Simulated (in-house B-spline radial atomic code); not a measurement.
# Xe⁺: excited configurations

How much energy does it take to promote electrons of Xe⁺ to other shells? Each configuration is solved by itself and compared with the reference.

Program: in-house B-spline radial atomic code version 1. Level of theory: scalar-relativistic (spin-free one-electron X2C) M06-2X, spin-polarised, spherical density, exact exchange averaged over the configuration, Fermi nucleus, basis-set limit. These are calculated values, not measurements, unless marked.

## 1. Starting point

```
element       : xenon (Z = 54)
charge        : +1
electrons     : 53
configuration : [Kr] 4d10 5s2 5p5
Hamiltonian   : scalar-relativistic (X2C)
nucleus       : Fermi, rms radius 4.786 fm
```

The outer shells:

[Kr] 4d10 5s2 5p5
```
[Kr] core
4d [↑↓][↑↓][↑↓][↑↓][↑↓]
5s [↑↓]
5p [↑↓][↑↓][↑ ]
```

Where spins are not typed, each open shell is filled with up spins first.

## 2. Reference run

The run's settings:

```ini
Z = 54
electrons = 53.0
configuration = [Kr] 4d10 5s2 5p5
hamiltonian = x2c
method = m062x
spin_polarised = True
nucleus = fermi
rms_radius = 4.7859
mass_number = 132
atomic_mass = 131.90415508346
speed_of_light = 137.035999084
exact_exchange = averaged over the configuration
```

Started as:

```sh
> python run_scf.py task.json out
```

One command runs all members of the session, one after another, from task.json.

## 3. Run with [Kr] 4d10 5s1 5p6

Changes to the settings of step 2:

```diff
@@ -2,3 +2,3 @@
 electrons = 53.0
-configuration = [Kr] 4d10 5s2 5p5
+configuration = [Kr] 4d10 5s1 5p6
 hamiltonian = x2c
```

## 4. [Ar] 3d9 4s2 4p6 4d10 5s2 5p5 6p1

Changes to the settings of step 3:

```diff
@@ -2,3 +2,3 @@
 electrons = 53.0
-configuration = [Kr] 4d10 5s1 5p6
+configuration = [Ar] 3d9 4s2 4p6 4d10 5s2 5p5 6p1
 hamiltonian = x2c
```

## 5. Configuration [Kr] 4d10 5s2 5p4 6s1

Changes to the settings of step 4:

```diff
@@ -2,3 +2,3 @@
 electrons = 53.0
-configuration = [Ar] 3d9 4s2 4p6 4d10 5s2 5p5 6p1
+configuration = [Kr] 4d10 5s2 5p4 6s1
 hamiltonian = x2c
```

## 6. [Ar] 3d10 4s2 4p5 4d10 5s2 5p5 6s1

Changes to the settings of step 5:

```diff
@@ -2,3 +2,3 @@
 electrons = 53.0
-configuration = [Kr] 4d10 5s2 5p4 6s1
+configuration = [Ar] 3d10 4s2 4p5 4d10 5s2 5p5 6s1
 hamiltonian = x2c
```

## 7. Run with [Ar] 3d9 4s2 4p6 4d10 4f1 5s2 5p5

Changes to the settings of step 6:

```diff
@@ -2,3 +2,3 @@
 electrons = 53.0
-configuration = [Ar] 3d10 4s2 4p5 4d10 5s2 5p5 6s1
+configuration = [Ar] 3d9 4s2 4p6 4d10 4f1 5s2 5p5
 hamiltonian = x2c
```

**Question.** How far above the reference does each configuration lie (order and size, in eV)?

As calculated:

| net move | configuration | 2|M_S|+1 | energy above the reference (eV) | largest <r> (bohr) |
| --- | --- | --- | --- | --- |
| 5p → 6s | [Kr] 4d10 5s2 5p4 6s1 | 4 | 11.759 | 4.59 |
| 5s → 5p | [Kr] 4d10 5s1 5p6 | 2 | 13.119 | 2.22 |
| 4p → 6s | [Ar] 3d10 4s2 4p5 4d10 5s2 5p5 6s1 | 4 | 155.37 | 4.50 |
| 3d → 6p | [Ar] 3d9 4s2 4p6 4d10 5s2 5p5 6p1 | 4 | 682.23 | 5.52 |
| 3d → 4f | [Ar] 3d9 4s2 4p6 4d10 4f1 5s2 5p5 | 4 | 684.70 | 7.50 |

The energies run from 11.759 eV (5p → 6s) to 684.70 eV (3d → 4f). 3 of them lie more than 60 % above minus the reference's highest level (19.428 eV), in the range where a state can decay by emitting an electron. Two partly filled shells share a symmetry and can mix in the average, which may lower the energy, for: 4p → 6s. The reference has 2|M_S|+1 = 2; 4 of the configurations differ from it in spin. These are spherical averages at the typed spins, not spectroscopic levels.

Members of this set that are not shown: 7 did not converge.
